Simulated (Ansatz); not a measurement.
Crystal: Ta4NiO11.

```
Ta Ni O
1.0
     5.29285   -0.00032   -0.02518
    -0.04190    5.33569    0.02340
    -0.47620   -0.07999    7.89609
Ta Ni O
4 1 11
Direct
  0.52261 0.46364 0.51843
  0.55532 0.53163 0.98083
  0.02338 0.98832 0.50961
  0.04916 0.02484 0.01689
  0.06538 0.57998 0.26898
  0.96711 0.93834 0.23892
  0.21005 0.28324 0.42990
  0.27287 0.71995 0.06145
  0.33888 0.23820 0.03682
  0.30665 0.75341 0.45874
  0.50103 0.44858 0.74991
  0.70564 0.16332 0.48732
  0.73302 0.83358 0.94060
  0.85284 0.36497 0.07896
  0.81889 0.65561 0.47584
  0.07718 0.01239 0.74680
```

The cell was built by a generator and needn't be a form met in nature.

```yaml
Program: Ansatz 0.2.0
Task: relaxation of cell and atoms
Functional: PBEsol
Dispersion: D3(BJ)
Potentials_or_basis: Ansatz PAW
Cutoff: "420 eV (not typed: the program's choice for these potentials)"
k_mesh: 4 × 4 × 3
Occupations: fermi-dirac, width 0.05 eV
Spin: collinear spin, ferromagnetic start
Starting_moments: "[0.0, 0.0, 0.0, 0.0, 1.0, 0.0, 0.0, 0.0, 0.0, 0.0, 0.0, 0.0, 0.0, 0.0, 0.0, 0.0] μB"
```

At the start: volume 13.93 Å³/atom.

Task: How do energy, volume and symmetry change on relaxing?

Result: It ends after 12 steps and the volume is 13.08 Å³/atom (-6.1 %); space group P1 (No. 1, to 0.05 Å); moment 2.00 μB per cell.

Step by step:
| step | energy change (eV) | largest force (eV/Å) | volume (Å³) |
| --- | --- | --- | --- |
| 1 | 0.0000 | 0.2046 | 222.94 |
| 2 | -0.2362 | 0.3483 | 213.19 |
| 3 | -0.2652 | 0.2207 | 212.51 |
| 4 | -0.2821 | 0.1332 | 211.24 |
| 5 | -0.2925 | 0.0869 | 210.54 |
| 6 | -0.2961 | 0.0990 | 210.25 |
| 7 | -0.2979 | 0.0266 | 209.96 |
| 8 | -0.2977 | 0.0073 | 210.05 |
| 9 | -0.2592 | 0.0075 | 210.05 |
| 10 | -0.2624 | 0.0276 | 209.47 |
| 11 | -0.2632 | 0.0048 | 209.30 |
| 12 | -0.2599 | 0.0049 | 209.30 |

Final structure:
```xyz
16
Lattice="5.2057 -0.0138 -0.0561 -0.0550 5.2452 0.0156 -0.5153 -0.0884 7.6709" Properties=species:S:1:pos:R:3 pbc="T T T"
Ta    2.4070    2.3638    3.9522
Ta    2.3717    2.7229    7.5156
Ta   -0.2081    5.1236    3.8964
Ta    0.2710    0.1755    0.1068
Ni    0.2062    3.0150    2.0376
O     4.7648    4.8345    1.7723
O     0.8129    1.4597    3.2262
O     1.3580    3.7826    0.5055
O     1.8002    1.2404    0.4074
O     1.3555    3.9432    3.4876
O     2.0745    2.2097    5.7497
O     3.3728    0.7665    3.6898
O     3.2758    4.3096    7.0970
O     4.4527    1.9071    0.5290
O     4.0085    3.3534    3.6996
O     0.0694    0.0389    5.7555
```

Caveat: the plane-wave basis is chosen anew once the cell has moved, so the energies of steps on either side of that aren't comparable; the pressure holds a Pulay correction of +0.7 GPa for the finite cutoff; a cell with one magnetic atom can't hold antiferromagnetic order, which such compounds often take; the PAW data sets come from PBE, with cores solved anew for the run's functional, which leaves a small shift of forces and pressure.
